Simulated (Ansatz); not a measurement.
# Si: the cost of one run

Method: DFT PBE, scalar-relativistic, plane waves, PAW, in Ansatz 0.2.0.

## (1) Starting point

It takes space group Fd-3m (No. 227, cubic). Conventional cell: a = 5.460 Å, b = 5.460 Å, c = 5.460 Å, α = 90.00°, β = 90.00°, γ = 90.00°. Si (site symmetry -43m) has 4 Si at 2.36 Å as nearest neighbours.

Coordinates:

```cif
data_structure
_symmetry_space_group_name_H-M 'Fd-3m:1'
_symmetry_Int_Tables_number 227
_cell_length_a 5.4600
_cell_length_b 5.4600
_cell_length_c 5.4600
_cell_angle_alpha 90.000
_cell_angle_beta 90.000
_cell_angle_gamma 90.000
_cell_volume 162.77
loop_
_atom_site_label
_atom_site_type_symbol
_atom_site_symmetry_multiplicity
_atom_site_Wyckoff_symbol
_atom_site_fract_x
_atom_site_fract_y
_atom_site_fract_z
_atom_site_occupancy
Si1 Si 8 b 0.00000 0.00000 0.50000 1
```

## (2) Relaxing cell and atoms: Si, no spin

input.yaml

```yaml
crystal:
  lattice:
    - [0.0, 2.73, 2.73]
    - [2.73, 0.0, 2.73]
    - [2.73, 2.73, 0.0]
  atoms:
    - { symbol: Si, position: [0.0, 0.0, 0.0] }
    - { symbol: Si, position: [0.25, 0.25, 0.25] }
scf:
  occupations: { method: gaussian, width: 0.02 }
output:
  forces: true
  stress: true
  eigenvalues: true
kpoints:
  mp_grid: { grid: [18, 18, 18] }
hamiltonian:
  xc: pbe
relax:
  f_tol: 0.005
  adjacent_minimum: "off"
  cell: { stress_tol: 0.02 }
```

The run is started by

```sh
$ ansatz run input.yaml --threads 4 --pin off --max-ram 14336MiB --backend cpu --events-out ev --progress --plain --runs-dir out
```

Q: Estimate wall time and peak memory on 4 threads of Intel Xeon at 2.70GHz, shared host.

About 5.9 s, with a peak of 0.42 GiB.
